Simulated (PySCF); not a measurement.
**SnH3: doublet, from a PBE0 minimum start**

Aim: relax SnH3 as a doublet from a PBE0 minimum start, check by its vibrations whether the end is a minimum, and collect its spectrum and constants.

Method: PBE0, basis Sn def2-TZVP with ECP28, H def2-TZVP, scalar-relativistic core potentials, no spin–orbit coupling, density fitting; program: PySCF 2.14.0.

## 1. Starting geometry

4 atoms, charge 0, spin multiplicity 2.

Bond lengths: Sn1–H2 1.715 Å, Sn1–H3 1.715 Å, Sn1–H4 1.715 Å. Angles: H2–Sn1–H3 109.7°, H2–Sn1–H4 109.7°, H3–Sn1–H4 109.7°.

Z-matrix (Å, degrees; charge 0 multiplicity 2):
```
Sn
H  1 1.7150
H  1 1.7150 2 109.67
H  1 1.7150 2 109.67 3 -120.49
```

## 2. The SCF at the typed geometry

One driver script runs all steps and calls PySCF; scf.py shows how it sets up the SCF of each step. The optimiser is the driver's own. After this first run the driver tries any further starts and a stability analysis.

scf.py reads:

```python
from pyscf import gto, scf, dft
mol = gto.M(atom='''
Sn     0.000000     0.000000    -0.013923
H      1.618833     0.000002     0.552149
H     -0.809419     1.401950     0.552148
H     -0.809415    -1.401952     0.552147''',
    basis={'Sn': 'def2-TZVP', 'H': 'def2-TZVP'},
    ecp={'Sn': 'def2-TZVP'},
    charge=0, spin=1)
mf = dft.UKS(mol, xc='PBE0')
mf.grids.atom_grid = (50, 194)
aux = {'Sn': 'def2-universal-JKFIT', 'H': 'def2-universal-JKFIT'}
mf = mf.density_fit(auxbasis=aux)
mf.conv_tol = 1e-08
mf.diis_space = 10
mf.max_cycle = 60
mf.init_guess = 'minao'
mf.verbose = 4
mf.kernel()
```

The run is started by

```bash
$ OMP_NUM_THREADS=2 python axn.py task.json out
```

After this run come: Relaxing the doublet from the PBE0 minimum start; Is it a minimum? Harmonic modes.

**Question.** What will these runs give? Wanted: minimum; geometry; wavenumbers; dipole moment; highest occupied, lowest empty level; polar-tensor charge of Sn1; zero-point energy; atomisation energy; ⟨S²⟩.

**Answer**, as computed:

```
                                          quantity                                   value
                                           minimum                            doublet, C3v
                                          geometry   Sn–H 1.715 Å (×3); H–Sn–H 109.7° (×3)
                                wavenumbers (cm⁻¹)  637 (a1), 701 (e), 1874 (a1), 1911 (e)
                                     dipole moment                                  0.29 D
highest occupied, lowest empty level (either spin)                         -6.13, -3.05 eV
                        polar-tensor charge of Sn1                                 +0.75 e
                                 zero-point energy                             46.3 kJ/mol
                               entropy at 298.15 K                         240.1 J/(mol K)
         atomisation energy (no zero-point energy)                              734 kJ/mol
                                              ⟨S²⟩                                   0.752
```

In words: The PBE0 minimum start keeps its C3v symmetry and ends in a minimum. In the infrared the band at 1911 cm⁻¹ (e, stretch) leads. Most of the spin sits on Sn1 (Mulliken spin 0.87, against 1 for the whole molecule). Other starts or spin states, not run here, may lie lower. Spin–orbit coupling, left out here, can matter for elements this heavy.
